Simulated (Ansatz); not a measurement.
# One shape, several levels: SiBr2 (SMILES Br[Si]Br)

Wanted: a comparison of 6 runs (HF/STO-3G, HF/3-21G, HF/def2-SVP, B3LYP/6-31G*, PBE0/def2-SVP) of SiBr2. 

Program for the calculation: Ansatz 0.2.0.

7 further runs of the same task are left out: 1 that didn't finish, 6 set aside as unsound or not needed.

## Step 1: The structure to begin with

The species is SiBr2 (3 atoms), meant as a singlet with charge 0. SMILES: `Br[Si]Br`. The coordinates come from a GFN2-xTB relaxation.

Bond lengths: Si1–Br2 2.259 Å, Si1–Br3 2.260 Å. Angles: Br2–Si1–Br3 100.2°.

## Step 2: Energy and gradient at HF/STO-3G (run 1)

Contents of input.yaml:

```yaml
crystal:
  periodic: [false, false, false]
  atoms:
    - symbol: Si
      position_ang: [0.005490, -0.007080, -0.966190]
    - symbol: Br
      position_ang: [1.730570, -0.019010, 0.492120]
    - symbol: Br
      position_ang: [-1.736060, 0.026090, 0.474080]
basis:
  gaussian:
    orbitals: STO-3G
total_charge: 0
hamiltonian:
  xc: hf
accuracy: high
output: {forces: true, orbitals: {seedname: orbitals}}
```

Launch:

```bash
$ ansatz run input.yaml --threads 1 --pin off --max-ram 3480MiB --events-out events.jsonl --progress --plain --runs-dir runs
```

Output:

```text
Warning: RAYON_NUM_THREADS=1 ignored (pool sized by the plan → 1); use --threads N
Functional definition: HF
  name "HF"
  exchange = exact_x
  correlation = 0
632 factors; integrals over basis functions are off by at most 2.3e-8 eV
mean field evaluation 1: about -146258.7986 eV, gradient 1.8e1 eV
mean field evaluation 2: about -146258.8608 eV, gradient 1.8e1 eV
mean field evaluation 4: about -146261.0829 eV, gradient 7.6e-1 eV
mean field evaluation 8: about -146261.0880 eV, gradient 7.8e-6 eV
mean field -146261.08804355 eV, -5374.9958462741 hartree, gradient 2.9e-8 eV, S^2 0.000000; 0 other end points of the search recorded, 0 dependent functions left out
the calculation of the forces begins
reference -146261.08804355 eV, -5374.9958462741 hartree; 42, 42 occupied and 3, 3 virtual orbitals, 632 factors
Total energy: -146261.08804355 eV, -5374.9958462741 hartree
Atom 0 at     0.005490    -0.007080    -0.966190 Å, force    -0.020271     0.005585     0.733536 eV/Å
Atom 1 at     1.730570    -0.019010     0.492120 Å, force    -0.510492     0.004029    -0.362745 eV/Å
Atom 2 at    -1.736060     0.026090     0.474080 Å, force     0.530763    -0.009615    -0.370791 eV/Å
Dipole moment:     0.004289    -0.004116    -0.559767 e Å
```

It took 0.88 s on 1 thread of Arm Neoverse V2, shared host; peak memory 0.1 GiB.

## Step 3: Energy and forces at HF/3-21G (run 2)

Contents of input.yaml:

```yaml
crystal:
  periodic: [false, false, false]
  atoms:
    - {symbol: Si, position_ang: [0.005490, -0.007080, -0.966190]}
    - {symbol: Br, position_ang: [1.730570, -0.019010, 0.492120]}
    - {symbol: Br, position_ang: [-1.736060, 0.026090, 0.474080]}
basis:
  gaussian: {orbitals: 3-21G-spherical.json}
total_charge: 0
hamiltonian: {xc: hf}
accuracy: high
output: {forces: true, orbitals: {seedname: orbitals}}
```

The basis set 3-21G is read from a file made from the Basis Set Exchange's data (not shown).

Launch:

```bash
$ ansatz run input.yaml --threads 1 --pin off --max-ram 3480MiB --events-out events.jsonl --progress --plain --runs-dir runs
```

Output, cut to the lines that bear on the results:

```text
Warning: RAYON_NUM_THREADS=1 ignored (pool sized by the plan → 1); use --threads N
[... 2 set-up lines as earlier in the session ...]
[...]
905 factors; integrals over basis functions are off by at most 6.7e-9 eV
[...]
mean field -147146.55918267 eV, -5407.5363104430 hartree, gradient 5.6e-8 eV, S^2 0.000000; 0 other end points of the search recorded, 0 dependent functions left out
[...]
reference -147146.55918267 eV, -5407.5363104430 hartree; 42, 42 occupied and 15, 15 virtual orbitals, 905 factors
Total energy: -147146.55918267 eV, -5407.5363104430 hartree
Atom 0 at     0.005490    -0.007080    -0.966190 Å, force    -0.003717    -0.013116    -1.814906 eV/Å
Atom 1 at     1.730570    -0.019010     0.492120 Å, force     1.492140    -0.012788     0.921073 eV/Å
Atom 2 at    -1.736060     0.026090     0.474080 Å, force    -1.488424     0.025904     0.893832 eV/Å
Dipole moment:     0.003592    -0.003057    -0.414926 e Å
```

Wall time 1.2 s (1 thread of Arm Neoverse V2, shared host); peak memory 0.13 GiB.

Run 3 isn't shown in full; the table further down has it.

## Step 4: Energy and forces at B3LYP/6-31G(d) (spherical functions) (run 4)

Contents of molecule.yaml:

```yaml
crystal:
  periodic: [false, false, false]
  atoms:
    - {symbol: Si, position_ang: [0.005490, -0.007080, -0.966190]}
    - {symbol: Br, position_ang: [1.730570, -0.019010, 0.492120]}
    - {symbol: Br, position_ang: [-1.736060, 0.026090, 0.474080]}
basis:
  gaussian:
    orbitals: 6-31G_st_-spherical.json
hamiltonian:
  xc: {name: B3LYP}
accuracy: high
output: {forces: true, orbitals: {seedname: orbitals}}
```

The basis set 6-31G* is read from a file made from the Basis Set Exchange's data (not shown).

Launch:

```bash
$ ansatz run molecule.yaml --threads 1 --pin off --max-ram 3480MiB --events-out events.jsonl --progress --plain --runs-dir runs
```

Output, cut to the lines that bear on the results:

```text
Warning: RAYON_NUM_THREADS=1 ignored (pool sized by the plan → 1); use --threads N
Functional definition: B3LYP
  name "B3LYP"
[...]
1475 factors; integrals over basis functions are off by at most 4.2e-9 eV
[...]
mean field -147956.49657126 eV, -5437.3009604785 hartree, gradient 7.0e-8 eV, S^2 0.000000; 0 other end points of the search recorded, 0 dependent functions left out
[...]
reference -147956.49660144 eV, -5437.3009615876 hartree; 42, 42 occupied and 40, 40 virtual orbitals, 1475 factors
Total energy: -147956.49660144 eV, -5437.3009615876 hartree
Atom 0 at     0.005490    -0.007080    -0.966190 Å, force    -0.010066    -0.001107    -0.170747 eV/Å
Atom 1 at     1.730570    -0.019010     0.492120 Å, force     0.354350    -0.003957     0.091805 eV/Å
Atom 2 at    -1.736060     0.026090     0.474080 Å, force    -0.344284     0.005065     0.078942 eV/Å
Dipole moment:     0.002883    -0.001918    -0.259235 e Å
```

It took 8.4 s on 1 thread of Arm Neoverse V2, shared host; peak memory 0.27 GiB.

Run 5 isn't shown in full; the table further down has it.

## Step 5: Energy and forces at B3LYP/6-31G(d) (Cartesian functions) (run 6)

Contents of run.yaml:

```yaml
crystal:
  periodic: [false, false, false]
  atoms:
    - {symbol: Si, position_ang: [0.005490, -0.007080, -0.966190]}
    - {symbol: Br, position_ang: [1.730570, -0.019010, 0.492120]}
    - {symbol: Br, position_ang: [-1.736060, 0.026090, 0.474080]}
basis:
  gaussian:
    orbitals: "6-31G*"
hamiltonian:
  xc: {name: B3LYP}
accuracy: high
output:
  forces: true
  orbitals: {seedname: orbitals}
```

Launch:

```bash
$ ansatz run run.yaml --threads 1 --pin off --max-ram 3480MiB --events-out events.jsonl --progress --plain --runs-dir runs
```

Output, cut to the lines that bear on the results:

```text
Warning: RAYON_NUM_THREADS=1 ignored (pool sized by the plan → 1); use --threads N
[... 2 set-up lines as earlier in the session ...]
[...]
1515 factors; integrals over basis functions are off by at most 4.1e-9 eV
[...]
mean field -147957.01207460 eV, -5437.3199048768 hartree, gradient 8.1e-8 eV, S^2 0.000000; 0 other end points of the search recorded, 0 dependent functions left out
[...]
reference -147957.01210476 eV, -5437.3199059852 hartree; 42, 42 occupied and 47, 47 virtual orbitals, 1515 factors
Total energy: -147957.01210476 eV, -5437.3199059852 hartree
Atom 0 at     0.005490    -0.007080    -0.966190 Å, force    -0.009937    -0.001319    -0.199754 eV/Å
Atom 1 at     1.730570    -0.019010     0.492120 Å, force     0.372565    -0.004089     0.106419 eV/Å
Atom 2 at    -1.736060     0.026090     0.474080 Å, force    -0.362628     0.005408     0.093335 eV/Å
Dipole moment:     0.002879    -0.001914    -0.258700 e Å
```

It took 8.4 s on 1 thread of Arm Neoverse V2, shared host; peak memory 0.29 GiB.

## Step 6: Overview of the runs

```csv
run,level,Cartesian functions,energy (Eh),dipole moment (D),HOMO energy (eV),LUMO energy (eV),wall time
1,HF/STO-3G,no,-5374.995846,2.69,-7.05,4.10,0.88 s
2,HF/3-21G,no,-5407.536310,1.99,-9.90,-0.50,1.2 s
3,HF/def2-SVP,no,-5433.102502,1.36,-9.91,-0.02,2.7 s
4,B3LYP/6-31G* (spherical functions),no,-5437.300962,1.25,-7.46,-3.35,8.4 s
5,PBE0/def2-SVP,no,-5436.432042,0.96,-7.57,-3.11,7.5 s
6,B3LYP/6-31G* (Cartesian functions),yes,-5437.319906,1.24,-7.46,-3.35,8.4 s
```

## Step 7: What came out

| quantity | value |
| --- | --- |
| run 6: total energy | -5437.31991 Eh |
| run 6: dipole moment | 1.24 D |
| run 6: HOMO energy | -7.46 eV |
| run 6: LUMO energy | -3.35 eV |
| run 6: HOMO–LUMO gap | 4.11 eV |
| run 6: largest force on an atom | 0.387 eV/Å |

In words: The dipole moment (its size) runs from 0.96 D (PBE0/def2-SVP) to 2.69 D (HF/STO-3G). The two ends differ in method and basis. The HOMO–LUMO gap runs from 4.11 eV (B3LYP/6-31G*) to 11.14 eV (HF/STO-3G). Totals of different functionals can't be ranked against each other. In run 1 the basis is minimal, so the values are rough. All runs together took 29 s, the longest 8.4 s.
